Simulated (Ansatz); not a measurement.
What does this script print? It uses Ansatz 0.2.0, Python API.

`bands.py`
```python
import itertools
import logging
import sys
import warnings

import ansatz as az
import matplotlib.pyplot as plt
import numpy as np

logging.basicConfig(stream=sys.stdout, format="[%(levelname)s] %(message)s")
logger = logging.getLogger("run")
logger.setLevel(logging.INFO)

MESH = (11, 11, 11)
FILLING = "Fermi-Dirac"
SMEARING_WIDTH = 0.1
N_EMPTY = 10

warnings.simplefilter("ignore", az.DeckWarning)

lattice = az.Lattice.of(
    (0.0, 2.19268, 2.19268),
    (2.19268, 0.0, 2.19268),
    (2.19268, 2.19268, 0.0),
)
sites = [
    ("W", (0.0, 0.0, 0.0)),
    ("C", (0.5, 0.5, 0.5)),
]
structure = az.Crystal(lattice=lattice)
for symbol, position in sites:
    structure = structure.atom(symbol, position)

path = [
    ("K", (0.375, 0.375, 0.75)),
    ("G", (0.0, 0.0, 0.0)),
    ("L", (0.5, 0.5, 0.5)),
    ("W", (0.5, 0.25, 0.75)),
    ("X", (0.5, 0.0, 0.5)),
]
calc = (
    structure.calculation()
    .functional(az.Functional.R2SCAN)
    .pseudopotentials("paw")
    .kpoints(*MESH)
    .occupations(FILLING, width=SMEARING_WIDTH)
    .band_structure([point for _, point in path], intervals=10)
    .scf(extra_bands=N_EMPTY)
    .density()
)
res = calc.run(threads=1)
r = res.report

energy = r["free_energy_ev"]
logger.info("F of the WC cell: {:.6f} eV = {:.6f} Ry = {:.6f} Ha".format(energy, energy / 13.605693, energy / 27.211386))
logger.info("Fermi level {:.4f} eV, {} k-points, {} symmetry operations".format(r["fermi_energy_ev"], r["n_kpoints"], r["n_symmetry_ops"]))

rho = res.density()
total = sum(channel.density_e_per_ang3 for channel in rho.channels[:2])
grid_cell = np.asarray(rho.fft_grid_basis) @ res.lattice.cell_ang
mesh = np.stack(np.meshgrid(*[np.arange(n) / n for n in rho.dims], indexing="ij"), axis=-1)
for site in res.lattice.sites:
    offset = mesh - site.position_ang @ np.linalg.inv(grid_cell)
    offset -= offset.round()
    distance = np.min([np.linalg.norm((offset + shift) @ grid_cell, axis=-1) for shift in itertools.product((-1, 0, 1), repeat=3)], axis=0)
    inside = [total[distance < radius].sum() * rho.cell_volume_ang3 / total.size for radius in (0.8, 1.0, 1.2)]
    print(site.symbol, "electrons within 0.8, 1.0, 1.2 A:", np.round(inside, 2))

bands = res.band_structure()
fermi = bands.fermi_energy_ev
logger.info(f"zero of the bands: {fermi:.3f} eV, the Fermi level found on the SCF mesh")
reciprocal = 2 * np.pi * np.linalg.inv(res.lattice.cell_ang).T
steps = np.linalg.norm(np.diff(bands.kpoints_frac @ reciprocal, axis=0), axis=1)
distance = np.concatenate([[0], np.cumsum(steps)])
fig, ax = plt.subplots(figsize=(5, 4))
for channel, colour in zip(bands.channels, ("C0", "C3")):
    ax.plot(distance, channel.eigenvalues_ev - fermi, colour, lw=1)
ax.set_xticks(distance[::10], [label for label, _ in path])
ax.set(ylim=(-6, 6), ylabel="E - E_F (eV)", xlim=(0, distance[-1]))
ax.grid(axis="x")
fig.savefig("bands.png", dpi=100)
first = bands.channels[0].eigenvalues_ev - fermi
near = np.argsort(np.abs(first.mean(axis=0)))[:4]
for band in sorted(near):
    logger.info(f"band {band + 1}: {first[:, band].min():.3f} to {first[:, band].max():.3f} eV")
```

```console
$ python bands.py
[INFO] F of the WC cell: -10648.339973 eV = -782.638560 Ry = -391.319280 Ha
[INFO] Fermi level 21.7794 eV, 56 k-points, 48 symmetry operations
W electrons within 0.8, 1.0, 1.2 A: [ 7.61  9.69 11.21]
C electrons within 0.8, 1.0, 1.2 A: [2.54 3.75 5.13]
[INFO] zero of the bands: 21.779 eV, the Fermi level found on the SCF mesh
[INFO] band 9: -2.695 to 1.073 eV
[INFO] band 10: -2.228 to 2.134 eV
[INFO] band 11: -1.160 to 2.622 eV
[INFO] band 12: -1.005 to 7.209 eV
```

What to keep in mind:
- Absolute energies stand on the zero of these potentials, so only differences at equal settings mean something. A total without «per atom» is that of the cell as typed.
- No spin polarisation was allowed.
- For a metal this k-point mesh is coarse: on a finer one energies can move by several to tens of meV an atom and pressures by half a GPa or more, differences at one mesh by less.
- The zero of the levels is a convention of the potentials, so an absolute Fermi energy is no work function.
- Grid values close to the nuclei reflect the PAW or pseudopotential construction, not the all-electron fields.
- This cell is a computed structure, which may not be the phase found in nature.
- Gaps and levels are Kohn-Sham values on a finite set of k-points, without spin-orbit coupling.
- Hardware and time: 4.7 s on 1 thread of Intel(R) Xeon(R) Processor @ 2.30GHz, with other jobs on the host, peak memory 0.55 GiB.
